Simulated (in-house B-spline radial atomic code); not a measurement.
**Hf²²⁺: excited configurations in jj coupling**

How much energy does it take to promote electrons of Hf²²⁺ to other shells? Each configuration is solved by itself and compared with the reference.

Method: Dirac-Hartree-Fock, average of configuration, Fermi nucleus, basis-set limit. Code: in-house B-spline radial atomic code version 1.

### 1 Starting point

| Property | Result |
| --- | --- |
| element | hafnium (Z = 72) |
| charge | +22 |
| electrons | 50 |
| configuration | 1s2 2s2 2p6 3s2 3p6 3d10 4s2 4p6 4d10 4f-4 |
| Hamiltonian | Dirac-Coulomb |
| nucleus | Fermi, rms radius 5.347 fm |

In configurations, a minus sign after the shell means j = l − 1/2 and a plus sign j = l + 1/2; the count of electrons follows.

The run's settings:

```ini
Z = 72
electrons = 50.0
configuration = 1s2 2s2 2p6 3s2 3p6 3d10 4s2 4p6 4d10 4f-4
hamiltonian = dirac
method = hf
spin_polarised = False
nucleus = fermi
rms_radius = 5.347
mass_number = 180
atomic_mass = 179.946559537
speed_of_light = 137.035999084
```

The reference is known from an earlier run: -14894.580602 hartree in all. Up to eight levels, counted from the top:

| orbital | occupation | energy (eV) | <r> (bohr) |
| --- | --- | --- | --- |
| 3d3/2 | 4 | -2410.71 | 0.1860 |
| 3d5/2 | 6 | -2349.26 | 0.1899 |
| 4s1/2 | 2 | -1171.39 | 0.4523 |
| 4p1/2 | 2 | -1074.12 | 0.4550 |
| 4p3/2 | 4 | -1002.55 | 0.4805 |
| 4d3/2 | 4 | -842.23 | 0.4839 |
| 4d5/2 | 6 | -819.10 | 0.4933 |
| 4f5/2 | 4 | -629.20 | 0.4858 |

### 2 1s2 2s2 2p6 3s2 3p6 3d10 4s2 4p6 4d-3 4d+6 4f+4 5g+1

Settings: those of step 1 with these lines changed.

```diff
@@ -2,3 +2,3 @@
 electrons = 50.0
-configuration = 1s2 2s2 2p6 3s2 3p6 3d10 4s2 4p6 4d10 4f-4
+configuration = 1s2 2s2 2p6 3s2 3p6 3d10 4s2 4p6 4d-3 4d+6 4f+4 5g+1
 hamiltonian = dirac
```

Results of the run (chosen fields of its result record, rounded):

```text
{
  "status": "converged",
  "scf [iteration, energy, orbital gradient]": [
    [1, -14803.7784155, 3.19],
    [2, -14867.1660325, 0.948],
    [3, -14873.6833783, 0.328],
    [4, -14874.4706759, 0.113],
    [5, -14874.5646604, 0.0352],
    [6, -14874.5755467, 0.00207],
    [7, -14874.575571, 6.36e-05],
    [8, -14874.575571, 1.5e-06],
    [9, -14874.575571, 1.84e-07]
  ],
  "energy [hartree]": {"total": -14874.575571, "kinetic": 16652.6087079, "nuclear": -35795.0158455, "coulomb": 4542.33173409, "exact_exchange": -274.500167475},
  "breit [hartree]": {"gaunt": 17.39657, "retardation": -1.83959, "frequency_dependence": -0.2905589},
  "qed [hartree]": {"self_energy": 12.60987, "uehling": -2.295348, "wichmann_kroll": 0.08743372},
  "recoil [hartree]": 0.02857227,
  "total_with_corrections [hartree]": -14848.8786158,
  "orbitals [hartree, bohr; first row names the columns]": [
    ["name", "occ", "eps", "<r>"],
    ["1s1/2", 2.0, -2441.227, 0.018987],
    ["2s1/2", 2.0, -443.01664, 0.079729],
    ["2p1/2", 2.0, -423.27796, 0.06621],
    ["2p3/2", 4.0, -379.44206, 0.073902],
    ["3s1/2", 2.0, -122.30565, 0.20722],
    ["3p1/2", 2.0, -113.55087, 0.19732],
    ["3p3/2", 4.0, -104.04426, 0.21144],
    ["3d3/2", 4.0, -89.392379, 0.18565],
    ["3d5/2", 6.0, -87.531735, 0.19001],
    ["4s1/2", 2.0, -43.729864, 0.45027],
    ["4p1/2", 2.0, -39.831262, 0.45288],
    ["4p3/2", 4.0, -37.610549, 0.47743],
    ["4d3/2", 3.0, -31.234148, 0.48088],
    ["4d5/2", 6.0, -31.041145, 0.4882],
    ["4f7/2", 4.0, -23.704908, 0.48257],
    ["5g9/2", 1.0, -10.949262, 1.1056]
  ],
  "sum_r [bohr^k]": {"-1": 497.1779, "1": 15.28673, "2": 7.672934},
  "energy_minus_base [hartree]": 20.0050306,
  "energy_minus_base_with_corrections [hartree]": 19.9661887
}
```

It took 0.75 s on 1 thread, shared host.

energy_minus_base is the energy less that of the reference run.

### 3 Configuration 1s2 2s2 2p6 3s2 3p6 3d10 4s2 4p6 4d-3 4d+6 4f+4 7f+1

Settings: those of step 2 with these lines changed.

```diff
@@ -2,3 +2,3 @@
 electrons = 50.0
-configuration = 1s2 2s2 2p6 3s2 3p6 3d10 4s2 4p6 4d-3 4d+6 4f+4 5g+1
+configuration = 1s2 2s2 2p6 3s2 3p6 3d10 4s2 4p6 4d-3 4d+6 4f+4 7f+1
 hamiltonian = dirac
```

Results of the run:

```text
{
  "status": "converged",
  "scf [iteration, energy, orbital gradient]": [
    [1, -14798.9164782, 3.18],
    [2, -14863.1181782, 0.934],
    [3, -14869.0024337, 0.332],
    [4, -14869.7413618, 0.117],
    [5, -14869.8344174, 0.0352],
    [6, -14869.8442645, 0.00217],
    [7, -14869.844285, 9.57e-05],
    [8, -14869.844285, 4.59e-06],
    [9, -14869.844285, 2.32e-07]
  ],
  "energy [hartree]": {"total": -14869.844285, "kinetic": 16647.8584553, "nuclear": -35763.3207632, "coulomb": 4520.03602534, "exact_exchange": -274.418002486},
  "breit [hartree]": {"gaunt": 17.39704, "retardation": -1.839685, "frequency_dependence": -0.2905559},
  "qed [hartree]": {"self_energy": 12.6098, "uehling": -2.295337, "wichmann_kroll": 0.0874333},
  "recoil [hartree]": 0.02855988,
  "total_with_corrections [hartree]": -14844.1470249,
  "orbitals [hartree, bohr; first row names the columns]": [
    ["name", "occ", "eps", "<r>"],
    ["1s1/2", 2.0, -2441.6666, 0.018987],
    ["2s1/2", 2.0, -443.45503, 0.079729],
    ["2p1/2", 2.0, -423.71639, 0.06621],
    ["2p3/2", 4.0, -379.88064, 0.073902],
    ["3s1/2", 2.0, -122.75278, 0.20724],
    ["3p1/2", 2.0, -113.99603, 0.19734],
    ["3p3/2", 4.0, -104.49313, 0.21146],
    ["3d3/2", 4.0, -89.835958, 0.18567],
    ["3d5/2", 6.0, -87.979499, 0.19004],
    ["4s1/2", 2.0, -44.200147, 0.45025],
    ["4p1/2", 2.0, -40.302138, 0.45287],
    ["4p3/2", 4.0, -38.079025, 0.47732],
    ["4d3/2", 3.0, -31.704342, 0.48077],
    ["4d5/2", 6.0, -31.50546, 0.48793],
    ["4f7/2", 4.0, -24.163376, 0.48168],
    ["7f7/2", 1.0, -6.2167933, 2.5191]
  ],
  "sum_r [bohr^k]": {"-1": 496.7377, "1": 16.69451, "2": 13.48387},
  "energy_minus_base [hartree]": 24.7363166,
  "energy_minus_base_with_corrections [hartree]": 24.6977796
}
```

It took 0.83 s on 1 thread, shared host.

### 4 Configuration 1s2 2s2 2p6 3s2 3p6 3d10 4s2 4p6 4d-3 4d+6 4f-3 4f+1 5d-1

Settings: those of step 3 with these lines changed.

```diff
@@ -2,3 +2,3 @@
 electrons = 50.0
-configuration = 1s2 2s2 2p6 3s2 3p6 3d10 4s2 4p6 4d-3 4d+6 4f+4 7f+1
+configuration = 1s2 2s2 2p6 3s2 3p6 3d10 4s2 4p6 4d-3 4d+6 4f-3 4f+1 5d-1
 hamiltonian = dirac
```

Results of the run:

```text
{
  "status": "converged",
  "scf [iteration, energy, orbital gradient]": [
    [1, -14809.257832, 3.17],
    [2, -14871.8366375, 1.04],
    [3, -14878.5849163, 0.345],
    [4, -14879.396661, 0.115],
    [5, -14879.4899541, 0.0372],
    [6, -14879.5017845, 0.00218],
    [7, -14879.5018115, 7.85e-05],
    [8, -14879.5018115, 2.27e-06],
    [9, -14879.5018115, 1.7e-07]
  ],
  "energy [hartree]": {"total": -14879.5018115, "kinetic": 16658.3513127, "nuclear": -35814.9739056, "coulomb": 4550.94792442, "exact_exchange": -273.827143065},
  "breit [hartree]": {"gaunt": 17.41806, "retardation": -1.840616, "frequency_dependence": -0.2903553},
  "qed [hartree]": {"self_energy": 12.60791, "uehling": -2.295254, "wichmann_kroll": 0.08743014},
  "recoil [hartree]": 0.02858073,
  "total_with_corrections [hartree]": -14853.7860518,
  "orbitals [hartree, bohr; first row names the columns]": [
    ["name", "occ", "eps", "<r>"],
    ["1s1/2", 2.0, -2440.9446, 0.018987],
    ["2s1/2", 2.0, -442.74483, 0.079731],
    ["2p1/2", 2.0, -423.01195, 0.066215],
    ["2p3/2", 4.0, -379.16322, 0.073904],
    ["3s1/2", 2.0, -122.09528, 0.20728],
    ["3p1/2", 2.0, -113.42835, 0.19752],
    ["3p3/2", 4.0, -103.78368, 0.21144],
    ["3d3/2", 4.0, -89.338534, 0.18607],
    ["3d5/2", 6.0, -87.20053, 0.18985],
    ["4s1/2", 2.0, -43.613756, 0.45064],
    ["4p1/2", 2.0, -39.879401, 0.45308],
    ["4p3/2", 4.0, -37.424922, 0.47808],
    ["4d3/2", 3.0, -31.43556, 0.48013],
    ["4d5/2", 6.0, -30.733725, 0.48955],
    ["4f5/2", 3.0, -23.595961, 0.4803],
    ["4f7/2", 1.0, -23.508174, 0.48398],
    ["5d3/2", 1.0, -15.894964, 0.98561]
  ],
  "sum_r [bohr^k]": {"-1": 497.4551, "1": 15.17215, "2": 7.415707},
  "energy_minus_base [hartree]": 15.0787901,
  "energy_minus_base_with_corrections [hartree]": 15.0587527
}
```

It took 0.78 s on 1 thread, shared host.

### 5 Configuration 1s2 2s2 2p6 3s2 3p6 3d10 4s2 4p6 4d-3 4d+6 4f-3 4f+1 6g+1

Settings: those of step 4 with these lines changed.

```diff
@@ -2,3 +2,3 @@
 electrons = 50.0
-configuration = 1s2 2s2 2p6 3s2 3p6 3d10 4s2 4p6 4d-3 4d+6 4f-3 4f+1 5d-1
+configuration = 1s2 2s2 2p6 3s2 3p6 3d10 4s2 4p6 4d-3 4d+6 4f-3 4f+1 6g+1
 hamiltonian = dirac
```

Results of the run:

```text
{
  "status": "converged",
  "scf [iteration, energy, orbital gradient]": [
    [1, -14800.1782771, 3.19],
    [2, -14863.9010858, 0.942],
    [3, -14870.3234609, 0.323],
    [4, -14871.1149798, 0.115],
    [5, -14871.209008, 0.0365],
    [6, -14871.2203086, 0.00218],
    [7, -14871.2203334, 7.76e-05],
    [8, -14871.2203334, 2.73e-06],
    [9, -14871.2203334, 1.8e-07]
  ],
  "energy [hartree]": {"total": -14871.2203334, "kinetic": 16649.8372879, "nuclear": -35775.6769111, "coulomb": 4528.22794012, "exact_exchange": -273.608650354},
  "breit [hartree]": {"gaunt": 17.40904, "retardation": -1.839314, "frequency_dependence": -0.2904572},
  "qed [hartree]": {"self_energy": 12.60859, "uehling": -2.295335, "wichmann_kroll": 0.08743322},
  "recoil [hartree]": 0.02858076,
  "total_with_corrections [hartree]": -14845.51179,
  "orbitals [hartree, bohr; first row names the columns]": [
    ["name", "occ", "eps", "<r>"],
    ["1s1/2", 2.0, -2441.4948, 0.018987],
    ["2s1/2", 2.0, -443.28148, 0.079729],
    ["2p1/2", 2.0, -423.5456, 0.066211],
    ["2p3/2", 4.0, -379.70537, 0.073901],
    ["3s1/2", 2.0, -122.57524, 0.20723],
    ["3p1/2", 2.0, -113.91027, 0.19747],
    ["3p3/2", 4.0, -104.26304, 0.21138],
    ["3d3/2", 4.0, -89.818263, 0.18603],
    ["3d5/2", 6.0, -87.691043, 0.18978],
    ["4s1/2", 2.0, -44.020032, 0.4503],
    ["4p1/2", 2.0, -40.276881, 0.45273],
    ["4p3/2", 4.0, -37.82834, 0.47757],
    ["4d3/2", 3.0, -31.816417, 0.4799],
    ["4d5/2", 6.0, -31.138973, 0.48879],
    ["4f5/2", 3.0, -23.991726, 0.47871],
    ["4f7/2", 1.0, -23.918933, 0.4827],
    ["6g9/2", 1.0, -7.6089891, 1.8035]
  ],
  "sum_r [bohr^k]": {"-1": 496.9093, "1": 15.97436, "2": 10.01273},
  "energy_minus_base [hartree]": 23.3602682,
  "energy_minus_base_with_corrections [hartree]": 23.3330145
}
```

Run time: 0.99 s. Hardware: 1 thread, shared host.

### 6 Configuration 1s2 2s2 2p6 3s2 3p6 3d10 4s2 4p6 4d-3 4d+6 4f-3 4f+1 8s1

Settings: those of step 5 with these lines changed.

```diff
@@ -2,3 +2,3 @@
 electrons = 50.0
-configuration = 1s2 2s2 2p6 3s2 3p6 3d10 4s2 4p6 4d-3 4d+6 4f-3 4f+1 6g+1
+configuration = 1s2 2s2 2p6 3s2 3p6 3d10 4s2 4p6 4d-3 4d+6 4f-3 4f+1 8s1
 hamiltonian = dirac
```

Results of the run:

```text
{
  "status": "converged",
  "scf [iteration, energy, orbital gradient]": [
    [1, -14798.5705094, 3.22],
    [2, -14862.3901218, 0.965],
    [3, -14868.709186, 0.338],
    [4, -14869.4913687, 0.118],
    [5, -14869.5850813, 0.0367],
    [6, -14869.5961993, 0.00214],
    [7, -14869.5962216, 6.35e-05],
    [8, -14869.5962216, 2.13e-06],
    [9, -14869.5962216, 1.51e-07]
  ],
  "energy [hartree]": {"total": -14869.5962216, "kinetic": 16648.6282098, "nuclear": -35761.3754609, "coulomb": 4516.74175068, "exact_exchange": -273.590721183},
  "breit [hartree]": {"gaunt": 17.41184, "retardation": -1.839631, "frequency_dependence": -0.290429},
  "qed [hartree]": {"self_energy": 12.61067, "uehling": -2.295694, "wichmann_kroll": 0.0874465},
  "recoil [hartree]": 0.02857367,
  "total_with_corrections [hartree]": -14843.8834467,
  "orbitals [hartree, bohr; first row names the columns]": [
    ["name", "occ", "eps", "<r>"],
    ["1s1/2", 2.0, -2441.7061, 0.018987],
    ["2s1/2", 2.0, -443.50402, 0.079729],
    ["2p1/2", 2.0, -423.76491, 0.066212],
    ["2p3/2", 4.0, -379.92583, 0.073902],
    ["3s1/2", 2.0, -122.8113, 0.20724],
    ["3p1/2", 2.0, -114.14377, 0.19748],
    ["3p3/2", 4.0, -104.49762, 0.21139],
    ["3d3/2", 4.0, -90.050256, 0.18604],
    ["3d5/2", 6.0, -87.923277, 0.18979],
    ["4s1/2", 2.0, -44.266652, 0.45022],
    ["4p1/2", 2.0, -40.521951, 0.45268],
    ["4p3/2", 4.0, -38.070697, 0.47747],
    ["4d3/2", 3.0, -32.059931, 0.47978],
    ["4d5/2", 6.0, -31.377918, 0.48861],
    ["4f5/2", 3.0, -24.234751, 0.47847],
    ["4f7/2", 1.0, -24.154395, 0.48232],
    ["8s1/2", 1.0, -5.9845462, 2.8939]
  ],
  "sum_r [bohr^k]": {"-1": 496.7107, "1": 17.0617, "2": 15.62064},
  "energy_minus_base [hartree]": 24.98438,
  "energy_minus_base_with_corrections [hartree]": 24.9613578
}
```

It took 1.1 s on 1 thread, shared host.

### 7 Configuration 1s2 2s2 2p6 3s2 3p6 3d10 4s2 4p6 4d10 4f-1 4f+3

Settings: those of step 6 with these lines changed.

```diff
@@ -2,3 +2,3 @@
 electrons = 50.0
-configuration = 1s2 2s2 2p6 3s2 3p6 3d10 4s2 4p6 4d-3 4d+6 4f-3 4f+1 8s1
+configuration = 1s2 2s2 2p6 3s2 3p6 3d10 4s2 4p6 4d10 4f-1 4f+3
 hamiltonian = dirac
```

Results of the run:

```text
{
  "status": "converged",
  "scf [iteration, energy, orbital gradient]": [
    [1, -14824.6438285, 3.15],
    [2, -14886.35519, 0.957],
    [3, -14893.2307847, 0.324],
    [4, -14894.0514808, 0.111],
    [5, -14894.1434956, 0.0366],
    [6, -14894.1557575, 0.00211],
    [7, -14894.1557806, 8.36e-05],
    [8, -14894.1557806, 3.32e-06],
    [9, -14894.1557806, 1.97e-07]
  ],
  "energy [hartree]": {"total": -14894.1557806, "kinetic": 16672.8137915, "nuclear": -35878.0177255, "coulomb": 4587.89086675, "exact_exchange": -276.842713387},
  "breit [hartree]": {"gaunt": 17.42486, "retardation": -1.842497, "frequency_dependence": -0.2901547},
  "qed [hartree]": {"self_energy": 12.60673, "uehling": -2.295022, "wichmann_kroll": 0.08742128},
  "recoil [hartree]": 0.0285692,
  "total_with_corrections [hartree]": -14868.435876,
  "orbitals [hartree, bohr; first row names the columns]": [
    ["name", "occ", "eps", "<r>"],
    ["1s1/2", 2.0, -2440.056, 0.018987],
    ["2s1/2", 2.0, -441.87246, 0.079737],
    ["2p1/2", 2.0, -422.14833, 0.066221],
    ["2p3/2", 4.0, -378.28071, 0.073911],
    ["3s1/2", 2.0, -121.3217, 0.20736],
    ["3p1/2", 2.0, -112.59517, 0.19754],
    ["3p3/2", 4.0, -103.04401, 0.21159],
    ["3d3/2", 4.0, -88.476843, 0.18568],
    ["3d5/2", 6.0, -86.47751, 0.19014],
    ["4s1/2", 2.0, -43.064504, 0.45225],
    ["4p1/2", 2.0, -39.335723, 0.45509],
    ["4p3/2", 4.0, -36.930514, 0.4802],
    ["4d3/2", 4.0, -30.67689, 0.48473],
    ["4d5/2", 6.0, -30.305773, 0.49247],
    ["4f5/2", 1.0, -23.042465, 0.48625],
    ["4f7/2", 3.0, -22.980607, 0.4895]
  ],
  "sum_r [bohr^k]": {"-1": 498.3307, "1": 14.74924, "2": 6.684828},
  "energy_minus_base [hartree]": 0.424820998,
  "energy_minus_base_with_corrections [hartree]": 0.40892853
}
```

Run time: 0.66 s. Hardware: 1 thread, shared host.

### 8 Run with 1s2 2s2 2p6 3s2 3p6 3d10 4s2 4p6 4d10 4f+4

Settings: those of step 7 with these lines changed.

```diff
@@ -2,3 +2,3 @@
 electrons = 50.0
-configuration = 1s2 2s2 2p6 3s2 3p6 3d10 4s2 4p6 4d10 4f-1 4f+3
+configuration = 1s2 2s2 2p6 3s2 3p6 3d10 4s2 4p6 4d10 4f+4
 hamiltonian = dirac
```

Results of the run:

```text
{
  "status": "converged",
  "scf [iteration, energy, orbital gradient]": [
    [1, -14824.6297643, 3.15],
    [2, -14886.5603894, 0.968],
    [3, -14893.2195922, 0.327],
    [4, -14894.0189064, 0.115],
    [5, -14894.1111068, 0.0363],
    [6, -14894.1226419, 0.00212],
    [7, -14894.1226629, 0.0001],
    [8, -14894.1226629, 4.41e-06],
    [9, -14894.1226629, 2.3e-07]
  ],
  "energy [hartree]": {"total": -14894.1226629, "kinetic": 16672.5905621, "nuclear": -35877.3794418, "coulomb": 4588.3730243, "exact_exchange": -277.70680756},
  "breit [hartree]": {"gaunt": 17.42165, "retardation": -1.842513, "frequency_dependence": -0.2901887},
  "qed [hartree]": {"self_energy": 12.60714, "uehling": -2.295026, "wichmann_kroll": 0.08742145},
  "recoil [hartree]": 0.02856969,
  "total_with_corrections [hartree]": -14868.4056106,
  "orbitals [hartree, bohr; first row names the columns]": [
    ["name", "occ", "eps", "<r>"],
    ["1s1/2", 2.0, -2440.0651, 0.018987],
    ["2s1/2", 2.0, -441.88236, 0.079737],
    ["2p1/2", 2.0, -422.15727, 0.06622],
    ["2p3/2", 4.0, -378.29118, 0.073911],
    ["3s1/2", 2.0, -121.33007, 0.20736],
    ["3p1/2", 2.0, -112.57452, 0.19749],
    ["3p3/2", 4.0, -103.06888, 0.21162],
    ["3d3/2", 4.0, -88.434596, 0.18556],
    ["3d5/2", 6.0, -86.521628, 0.19022],
    ["4s1/2", 2.0, -43.067751, 0.45223],
    ["4p1/2", 2.0, -39.287481, 0.45513],
    ["4p3/2", 4.0, -36.957451, 0.48012],
    ["4d3/2", 4.0, -30.583047, 0.48502],
    ["4d5/2", 6.0, -30.371757, 0.4922],
    ["4f7/2", 4.0, -23.006584, 0.48925]
  ],
  "sum_r [bohr^k]": {"-1": 498.3219, "1": 14.75073, "2": 6.686227},
  "energy_minus_base [hartree]": 0.457938697,
  "energy_minus_base_with_corrections [hartree]": 0.439193869
}
```

It took 0.55 s on 1 thread, shared host.

### 9 Energies above the reference

| net move | configuration | energy above the reference (eV) | with Breit, QED, recoil (eV) | largest <r> (bohr) |
| --- | --- | --- | --- | --- |
| 3×4f5/2 → 3×4f7/2 | 1s2 2s2 2p6 3s2 3p6 3d10 4s2 4p6 4d10 4f-1 4f+3 | 11.560 | 11.128 | 0.492 |
| 4×4f5/2 → 4×4f7/2 | 1s2 2s2 2p6 3s2 3p6 3d10 4s2 4p6 4d10 4f+4 | 12.461 | 11.951 | 0.492 |
| 4d3/2, 4f5/2 → 4f7/2, 5d3/2 | 1s2 2s2 2p6 3s2 3p6 3d10 4s2 4p6 4d-3 4d+6 4f-3 4f+1 5d-1 | 410.31 | 409.77 | 0.986 |
| 4d3/2, 4×4f5/2 → 4×4f7/2, 5g9/2 | 1s2 2s2 2p6 3s2 3p6 3d10 4s2 4p6 4d-3 4d+6 4f+4 5g+1 | 544.36 | 543.31 | 1.11 |
| 4d3/2, 4f5/2 → 4f7/2, 6g9/2 | 1s2 2s2 2p6 3s2 3p6 3d10 4s2 4p6 4d-3 4d+6 4f-3 4f+1 6g+1 | 635.67 | 634.92 | 1.80 |
| 4d3/2, 4×4f5/2 → 4×4f7/2, 7f7/2 | 1s2 2s2 2p6 3s2 3p6 3d10 4s2 4p6 4d-3 4d+6 4f+4 7f+1 | 673.11 | 672.06 | 2.52 |
| 4d3/2, 4f5/2 → 4f7/2, 8s | 1s2 2s2 2p6 3s2 3p6 3d10 4s2 4p6 4d-3 4d+6 4f-3 4f+1 8s1 | 679.86 | 679.23 | 2.89 |

**Reading.** The energies run from 11.560 eV (3×4f5/2 → 3×4f7/2) to 679.86 eV (4d3/2, 4f5/2 → 4f7/2, 8s). Koopmans' estimate of the ionisation threshold is 629.20 eV; 2 configurations exceed it by over 2 % and could autoionise. Two partly filled shells share a symmetry and can mix in the average, which may lower the energy, for: 4d3/2, 4f5/2 → 4f7/2, 5d3/2; 4d3/2, 4×4f5/2 → 4×4f7/2, 7f7/2. These are averages over configurations, without correlation, not spectroscopic levels.
